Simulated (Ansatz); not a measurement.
# C2H5BS: basis-set convergence

Aim: see how fast density functionals converge with the basis set for C2H5BS.

Method: one geometry, several basis sets; program: Ansatz 0.2.0, Gaussian basis.

Plan: PBE0-D4/def2-SVP; ωB97M-V/def2-SVP; PBE0-D4/def2-QZVPP; ωB97M-V/def2-QZVPP; the functionals' def2-TZVPP values are taken from earlier runs.

## Step 1: The geometry

All runs share one geometry, relaxed beforehand with PBE0-D4 in a triple-zeta def2 set.

SMILES `B1CSC1`, 9 atoms, charge 0, spin multiplicity 1.

Atoms are counted from 1 here; the program's logs count them from 0.

Bond lengths: B1–C2 1.570 Å, B1–C4 1.570 Å, B1–H5 1.198 Å, C2–S3 1.830 Å, C2–H6 1.094 Å, C2–H7 1.094 Å, S3–C4 1.830 Å, C4–H8 1.094 Å, C4–H9 1.094 Å. Angles: C2–B1–C4 99.5°, C2–B1–H5 130.2°, C4–B1–H5 130.2°, B1–C2–S3 89.3°, B1–C2–H6 115.6°, B1–C2–H7 115.7°, S3–C2–H6 114.0°, S3–C2–H7 113.9°, H6–C2–H7 107.7°, C2–S3–C4 81.8°, B1–C4–S3 89.3°, B1–C4–H8 115.6°, B1–C4–H9 115.7°, S3–C4–H8 114.0°, S3–C4–H9 113.9°, H8–C4–H9 107.7°.

## Step 2: PBE0-D4 in def2-SVP

Input file in.yaml:

```yaml
crystal:
  periodic: [false, false, false]
  atoms:
    - {symbol: B, position_ang: [-0.398111, 0.508221, -0.454724]}
    - {symbol: C, position_ang: [1.130607, 0.462986, -0.098004]}
    - {symbol: S, position_ang: [0.830828, -1.041577, 0.900370]}
    - {symbol: C, position_ang: [-0.888400, -0.752867, 0.342489]}
    - {symbol: H, position_ang: [-1.010114, 1.276144, -1.140216]}
    - {symbol: H, position_ang: [1.809612, 0.309103, -0.942322]}
    - {symbol: H, position_ang: [1.507683, 1.311385, 0.481264]}
    - {symbol: H, position_ang: [-1.302212, -1.564832, -0.263375]}
    - {symbol: H, position_ang: [-1.591394, -0.554862, 1.157420]}
basis:
  gaussian: {orbitals: def2-SVP}
hamiltonian: {xc: pbe0, dispersion: d4}
output: {orbitals: {seedname: orbitals}}
```

Run with:

```sh
$ ansatz run in.yaml --threads 2 --pin off --events-out ev --progress --plain --max-ram 4352MiB
```

The runs that follow: ωB97M-V in def2-SVP; PBE0-D4 in def2-QZVPP; ωB97M-V in def2-QZVPP.

Q: Predict the results of all the runs planned. Wanted: PBE0-D4: double and triple zeta above quadruple; ωB97M-V: double and triple zeta above quadruple.

The runs gave:

| quantity | value |
| --- | --- |
| PBE0-D4: double and triple zeta above quadruple | 7.38, 0.50 eV |
| ωB97M-V: double and triple zeta above quadruple | 7.51, 0.47 eV |

In words: For PBE0-D4 the step from double to triple zeta gains 6.89 eV and the next only 0.50 eV. These are total energies; as a rule much of such shifts cancels in differences, which this series doesn't test.
